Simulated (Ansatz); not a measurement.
# HfSn2Se6: further runs on a relaxed guess

The task, for HfSn2Se6: get the carriers' masses.

Method: DFT PBE, scalar-relativistic, plane waves, PAW, in Ansatz 0.2.0.

### 1 The structure to begin with

It takes space group R-3 (No. 148, trigonal). The conventional cell has a = 6.687 Å, b = 6.687 Å, c = 21.554 Å, α = 90.00°, β = 90.00°, γ = 120.00°. Around Hf (site symmetry -3) lie 6 Se at 2.72 Å. Around Sn (site symmetry 3) lie 6 Se at 2.74 Å. Se (site symmetry 1) is surrounded by 1 Hf at 2.72 Å and 2 Sn at 2.74 Å.

As a file:

```
CELL_PARAMETERS angstrom
3.34343 1.93033 7.18455
-3.34343 1.93033 7.18455
0.00000 -3.86067 7.18455
ATOMIC_POSITIONS crystal
Hf 0.00000 0.00000 0.00000
Sn 0.66661 0.66661 0.66661
Sn 0.33339 0.33339 0.33339
Se 0.59586 0.25675 0.92661
Se 0.25675 0.92661 0.59586
Se 0.92661 0.59586 0.25675
Se 0.40414 0.74325 0.07339
Se 0.07339 0.40414 0.74325
Se 0.74325 0.07339 0.40414
```

The cell was relaxed beforehand at this level, from a generated guess; it is a trial structure. At a tolerance of 0.02 Å it has space group R-3 (No. 148); it has 30.91 Å³/atom, an uncorrected energy of -0.61 eV/atom over the elements and, on its mesh, gap 0.35 eV.

### 2 Seeking the band edges over the whole zone

Input file input.yaml:

```yaml
crystal:
  lattice:
    - [3.3434348158, 1.9303329909, 7.1845547]
    - [-3.3434348158, 1.9303329909, 7.1845547]
    - [0.0, -3.8606659818, 7.1845547]
  atoms:
    - { symbol: Hf, position: [0.0, 0.0, 0.0] }
    - { symbol: Sn, position: [0.666605, 0.666605, 0.666605] }
    - { symbol: Sn, position: [0.333395, 0.333395, 0.333395] }
    - { symbol: Se, position: [0.595863, 0.256747, 0.926607] }
    - { symbol: Se, position: [0.256747, 0.926607, 0.595863] }
    - { symbol: Se, position: [0.926607, 0.595863, 0.256747] }
    - { symbol: Se, position: [0.404137, 0.743253, 0.073393] }
    - { symbol: Se, position: [0.073393, 0.404137, 0.743253] }
    - { symbol: Se, position: [0.743253, 0.073393, 0.404137] }
basis:
  ecutwfc: 420
kpoints:
  mp_grid: { grid: [6, 6, 6] }
  band_path: { path: [VBM, CBM], npoints: 2 }
hamiltonian:
  xc: pbe
scf:
  occupations: { method: gaussian, width: 0.02 }
output:
  forces: false
  stress: false
  eigenvalues: true
checkpoint:
  read: start.run
  write: ck
  compress: false
  write_wavefunctions: false
  write_every: 100000
```

On the command line:

```bash
> ansatz run input.yaml --threads 4 --pin off --max-ram 8192MiB --backend cpu --events-out ev --progress --plain --runs-dir out
```

### 3 Levels beside the edges

Changes to input.yaml since step 2:

```diff
@@ -19,3 +19,2 @@
   mp_grid: { grid: [6, 6, 6] }
-  band_path: { path: [VBM, CBM], npoints: 2 }
 hamiltonian:
@@ -28,2 +27,35 @@
   eigenvalues: true
+  eigenstates:
+    kpoints:
+      - [0.0, 0.0, 0.0]
+      - [0.010642484, -0.010642484, 0.0]
+      - [-0.010642484, 0.010642484, 0.0]
+      - [0.006144441, 0.006144441, -0.012288881]
+      - [-0.006144441, -0.006144441, 0.012288881]
+      - [0.022869148, 0.022869148, 0.022869148]
+      - [-0.022869148, -0.022869148, -0.022869148]
+      - [0.011870148, -0.003180597, -0.008689551]
+      - [-0.011870148, 0.003180597, 0.008689551]
+      - [0.023696302, 0.008645557, 0.01617093]
+      - [-0.023696302, -0.008645557, -0.01617093]
+      - [0.020515705, 0.020515705, 0.007481378]
+      - [-0.020515705, -0.020515705, -0.007481378]
+      - [0.022895444, 0.010606562, 0.00610852]
+      - [-0.022895444, -0.010606562, -0.00610852]
+      - [0.0, 0.5, 0.5]
+      - [0.010642484, 0.489357516, 0.5]
+      - [-0.010642484, 0.510642484, 0.5]
+      - [0.006144441, 0.506144441, 0.487711119]
+      - [-0.006144441, 0.493855559, 0.512288881]
+      - [0.022869148, 0.522869148, 0.522869148]
+      - [-0.022869148, 0.477130852, 0.477130852]
+      - [0.011870148, 0.496819403, 0.491310449]
+      - [-0.011870148, 0.503180597, 0.508689551]
+      - [0.023696302, 0.508645557, 0.51617093]
+      - [-0.023696302, 0.491354443, 0.48382907]
+      - [0.020515705, 0.520515705, 0.507481378]
+      - [-0.020515705, 0.479484295, 0.492518622]
+      - [0.022895444, 0.510606562, 0.50610852]
+      - [-0.022895444, 0.489393438, 0.49389148]
+    e_range: [-1.845545, 1.845545]
 checkpoint:
```

**Question.** What will these runs give? Wanted: gap over the zone; valence top, conduction bottom; hole masses; electron masses.

As calculated:

```
                                     quantity                                          value
                            gap over the zone                              0.35 eV, indirect
valence top, conduction bottom (fractional k)   (0.000, 0.000, 0.000), (0.000, 0.500, 0.500)
                                  hole masses  0.11 to 14.70 m0 along the directions sampled
                              electron masses  0.19 to 16.52 m0 along the directions sampled
```

What this shows: Electron masses come out at 0.19 to 16.52 and hole masses at 0.11 to 14.70 m0. These cover the sampled directions only. These runs have no spin-orbit coupling; with Hf it would split and shift bands.
